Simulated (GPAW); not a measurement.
Input of a GPAW 26.7.0 run:

The input run.py:

```python
from ase import Atoms
from ase.eos import EquationOfState
from ase.io import Trajectory
from ase.units import GPa
from gpaw import GPAW, PW

atoms = Atoms(['Cd', 'Cd', 'S'],
              cell=[[3.962670049, 0.0, 0.0],
                    [-1.9813350245, 3.4317729293, 0.0],
                    [0.0, 0.0, 5.809192]],
              scaled_positions=[[0.3333333333, 0.6666666667, 0.932717],
                                [0.6666666667, 0.3333333333, 0.578735],
                                [0.3333333333, 0.6666666667, 0.365705]],
              pbc=True)

traj = Trajectory('eos.traj', 'w')
volumes, energies = [], []
for x in [0.94, 0.96, 0.98, 1.0, 1.02, 1.04, 1.06]:
    a = atoms.copy()
    a.set_cell(atoms.cell * x**(1 / 3), scale_atoms=True)
    calc = GPAW(mode=PW(600),
                xc='PBE',
                kpts={'size': (8, 8, 5), 'gamma': True},
                occupations={'name': 'fermi-dirac', 'width': 0.05},
                nbands=26,
                convergence={'density': 1e-05, 'energy': 1e-05},
                maxiter=150,
                txt=f'eos-{x:.2f}.txt')
    a.calc = calc
    energies.append(a.get_potential_energy(force_consistent=True))
    volumes.append(a.get_volume())
    p = -a.get_stress()[:3].mean() / GPa
    calc.write(f'eos-{x:.2f}.gpw')
    traj.write(a)
    print(f'{x:.2f} {volumes[-1]:10.4f} A^3 {energies[-1]:14.6f} eV {p:9.3f} GPa', flush=True)

v0, e0, B = EquationOfState(volumes, energies, eos='birchmurnaghan').fit()
print(f'V0 = {v0:.4f} A^3, E0 = {e0:.6f} eV, B0 = {B / GPa:.2f} GPa')
```

Potentials or basis: GPAW PAW data sets (gpaw-data 1.2.1), pw.

Run with:

```sh
$ OMP_NUM_THREADS=1 python run.py
```

Task: Predict the bulk modulus at fixed shape and positions.

Result: 43 GPa.

Task: Estimate the pressure derivative of the bulk modulus.

Result: 4.9.

Task: Predict the equilibrium volume.

Result: 26.12 Å³/atom.

Energy against volume, from the lowest point:
```csv
volume (Å³/atom),energy (meV/atom)
24.753,10.44
25.280,3.62
25.806,0.26
26.333,0.00
26.860,2.48
27.386,7.39
27.913,14.47
```

Caveat: the cell was scaled at fixed shape and fractional positions, which overstates the stiffness of a crystal with free parameters, most of all of layers and chains.
